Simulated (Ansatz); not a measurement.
The system is Cd2S.

```xyz
3
Lattice="3.9627 0.0000 0.0000 -1.9813 3.4318 0.0000 0.0000 0.0000 5.8092" Properties=species:S:1:pos:R:3 pbc="T T T"
Cd    0.0000    2.2878    5.4183
Cd    1.9813    1.1439    3.3620
S     0.0000    2.2878    2.1245
```

The cell comes from a database or a generator and needn't be the stable form of this composition.

Base run:

| Property | Result |
| --- | --- |
| Program | Ansatz 0.2.0 |
| Functional | PBE |
| Potentials or basis | all-electron LAPW, scalar-relativistic |
| Cutoff | 229 eV |
| Density cutoff | 916 eV |
| Basis error allowed | 0.002 eV/atom |
| k mesh | 8 × 8 × 5 |
| Occupations | fermi-dirac, width 0.05 eV |
| Spin | no spin polarisation |

Its results: band gap on the k mesh 0.24 eV, indirect (least direct gap 0.57 eV); pressure -0.1 GPa; largest force 0.072 eV/Å.

The run is repeated on the same cell with these changes: functional from PBE to LDA. What comes out?

Band gap on the k mesh 0.25 eV, indirect (least direct gap 0.57 eV); pressure -4.9 GPa; largest force 0.166 eV/Å.

LDA binds more tightly than PBE, so the same cell stands under less pressure.

A k mesh can miss the band edges.

Not every run made on this cell is shown here.
